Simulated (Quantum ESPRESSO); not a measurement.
# Ta3N (P-3m1) in Quantum ESPRESSO: further runs, part 2 of 2

Quantum ESPRESSO 7.5.

**5. Single point, LDA, 14.68 Å³/atom**

pw.in

```
&CONTROL
  calculation = 'scf'
  prefix = 'pwscf'
  outdir = './tmp'
  pseudo_dir = './pseudo'
  tprnfor = .true.
  tstress = .true.
  disk_io = 'nowf'
/
&SYSTEM
  ibrav = 0
  nat = 4
  ntyp = 2
  ecutwfc = 56
  ecutrho = 448
  nbnd = 31
  occupations = 'smearing'
  smearing = 'fd'
  degauss = 0.00367493
/
&ELECTRONS
  conv_thr = 8d-10
  electron_maxstep = 120
  mixing_beta = 0.5
/
ATOMIC_SPECIES
Ta   180.9479 ta_lda_v1.uspp.F.UPF
N     14.0070 n_lda_v1.2.uspp.F.UPF
CELL_PARAMETERS angstrom
   3.0118728781    0.0000000000    0.0000000000
  -1.5059364391    2.6083584255    0.0000000000
   0.0000000000    0.0000000000    7.4736379147
ATOMIC_POSITIONS crystal
Ta     0.6666666667    0.3333333333    0.8260700000
Ta     0.3333333333    0.6666666667    0.1739300000
Ta     0.0000000000    0.0000000000    0.5000000000
N      0.0000000000    0.0000000000    0.0000000000
K_POINTS automatic
10 10 4 0 0 0
```

Command:

```console
$ OMP_NUM_THREADS=1 mpirun -n 2 pw.x -nk 2 -in pw.in > pw.out
```

Run time: 56 s. Hardware: 2 MPI ranks of Arm Neoverse V1, shared host; peak memory 0.6 GiB.

The run converged. Its results:

```
Free energy            : -6069.2689 eV
Pressure               : -8.5 GPa
Largest force          : 0.368 eV/Å
Band gap on the k mesh : none (metal or under the smearing width)
```

**6. Single point, LDA, 14.98 Å³/atom**

pw.in, as its differences from that of step 5:

```diff
@@ -29,5 +29,5 @@
 CELL_PARAMETERS angstrom
-   3.0118728781    0.0000000000    0.0000000000
-  -1.5059364391    2.6083584255    0.0000000000
-   0.0000000000    0.0000000000    7.4736379147
+   3.0322239879    0.0000000000    0.0000000000
+  -1.5161119940    2.6259830035    0.0000000000
+   0.0000000000    0.0000000000    7.5241370000
 ATOMIC_POSITIONS crystal
```

Potentials or basis: GBRV 1.5 LDA.

Command:

```console
$ OMP_NUM_THREADS=1 mpirun -n 2 pw.x -nk 2 -in pw.in > pw.out
```

It took 61 s on 2 MPI ranks of Arm Neoverse V1, shared host; peak memory 0.62 GiB.

The run converged. Its results:

| Quantity | Value |
| --- | --- |
| Free energy | -6069.1883 eV |
| Pressure | -13.2 GPa |
| Largest force | 0.496 eV/Å |
| Band gap on the k mesh | none (metal or under the smearing width) |

**7. Single point, LDA, 15.28 Å³/atom**

pw.in, as its differences from that of step 6:

```diff
@@ -29,5 +29,5 @@
 CELL_PARAMETERS angstrom
-   3.0322239879    0.0000000000    0.0000000000
-  -1.5161119940    2.6259830035    0.0000000000
-   0.0000000000    0.0000000000    7.5241370000
+   3.0523055267    0.0000000000    0.0000000000
+  -1.5261527634    2.6433741262    0.0000000000
+   0.0000000000    0.0000000000    7.5739671740
 ATOMIC_POSITIONS crystal
```

Command:

```console
$ OMP_NUM_THREADS=1 mpirun -n 2 pw.x -nk 2 -in pw.in > pw.out
```

Wall time 61 s (2 MPI ranks of Arm Neoverse V1, shared host); peak memory 0.62 GiB.

It converged, with:

| Property | Result |
| --- | --- |
| Free energy | -6069.0744 eV |
| Pressure | -17.4 GPa |
| Largest force | 0.611 eV/Å |
| Band gap on the k mesh | none (metal or under the smearing width) |

**8. Single point, LDA, 15.58 Å³/atom**

pw.in, as its differences from that of step 7:

```diff
@@ -29,5 +29,5 @@
 CELL_PARAMETERS angstrom
-   3.0523055267    0.0000000000    0.0000000000
-  -1.5261527634    2.6433741262    0.0000000000
-   0.0000000000    0.0000000000    7.5739671740
+   3.0721262478    0.0000000000    0.0000000000
+  -1.5360631240    2.6605393743    0.0000000000
+   0.0000000000    0.0000000000    7.6231501572
 ATOMIC_POSITIONS crystal
```

Command:

```console
$ OMP_NUM_THREADS=1 mpirun -n 2 pw.x -nk 2 -in pw.in > pw.out
```

Run time: 62 s. Hardware: 2 MPI ranks of Arm Neoverse V1, shared host; peak memory 0.62 GiB.

Results (log left out):

- Free energy: -6068.9306 eV
- Pressure: -21.2 GPa
- Largest force: 0.714 eV/Å
- Band gap on the k mesh: none (metal or under the smearing width)

**9. Single point, LDA, 15.88 Å³/atom**

pw.in, as its differences from that of step 8:

```diff
@@ -29,5 +29,5 @@
 CELL_PARAMETERS angstrom
-   3.0721262478    0.0000000000    0.0000000000
-  -1.5360631240    2.6605393743    0.0000000000
-   0.0000000000    0.0000000000    7.6231501572
+   3.0916944585    0.0000000000    0.0000000000
+  -1.5458472293    2.6774859418    0.0000000000
+   0.0000000000    0.0000000000    7.6717065629
 ATOMIC_POSITIONS crystal
```

Potentials or basis: GBRV 1.5 LDA.

Command:

```console
$ OMP_NUM_THREADS=1 mpirun -n 2 pw.x -nk 2 -in pw.in > pw.out
```

Wall time 64 s (2 MPI ranks of Arm Neoverse V1, shared host); peak memory 0.64 GiB.

The run converged. Its results:

| Quantity | Value |
| --- | --- |
| Free energy | -6068.7600 eV |
| Pressure | -24.6 GPa |
| Largest force | 0.807 eV/Å |
| Band gap on the k mesh | none (metal or under the smearing width) |

**10. Equation of state, LDA**

This step only gathers the single runs of the series.

Results:

```yaml
Equilibrium_volume: 14.21 Å³/atom
Bulk_modulus_at_fixed_shape_and_positions: 279 GPa
Pressure_derivative_of_the_bulk_modulus: 4.2
```

Energy against volume, from the lowest point:
| volume (Å³/atom) | energy (meV/atom) |
| --- | --- |
| 14.079 | 0.00 |
| 14.379 | 0.51 |
| 14.678 | 11.37 |
| 14.978 | 31.51 |
| 15.277 | 59.99 |
| 15.577 | 95.93 |
| 15.877 | 138.59 |

Caveat: the cell was scaled at fixed shape and fractional positions, which overstates the stiffness of a crystal with free parameters, most of all of layers and chains. Spin-orbit coupling is left out, which matters for the levels of Ta.

**11. For comparison**

An earlier run on the cell as given: functional PBEsol; potentials or basis GBRV 1.5 PBEsol; cutoff 762 eV; density cutoff 6095 eV; k mesh 10 × 10 × 4; occupations fermi-dirac, width 0.05 eV; no spin polarisation.

- Pressure: -8.2 GPa
- Largest force: 0.368 eV/Å
- Band gap on the k mesh: none (metal or under the smearing width)

**12. Summary**

| task | level | potentials or basis | form of the LDA correlation | gap on the mesh (eV) | pressure (GPa) | largest force (eV/Å) |
| --- | --- | --- | --- | --- | --- | --- |
| band structure | PBEsol | GBRV 1.5 PBEsol | - | none | -8.2 | 0.37 |
| equation of state | LDA | GBRV 1.5 LDA | PZ81 | - | - | - |
| single point | PBEsol | GBRV 1.5 PBEsol | - | none | -8.2 | 0.37 |

Alike in all rows: no spin polarisation; cell as given; k mesh 10 × 10 × 4; cutoff (eV) 762; smearing fermi-dirac 0.05 eV.

Caveats: spin-orbit coupling is left out, which moves the levels of the heavy elements (some runs); the cell was scaled at fixed shape and fractional positions, which overstates the stiffness of a crystal with free parameters, most of all of layers and chains (some runs).

Total energies depend on the potentials used, so only differences within one code and one set of settings carry meaning.
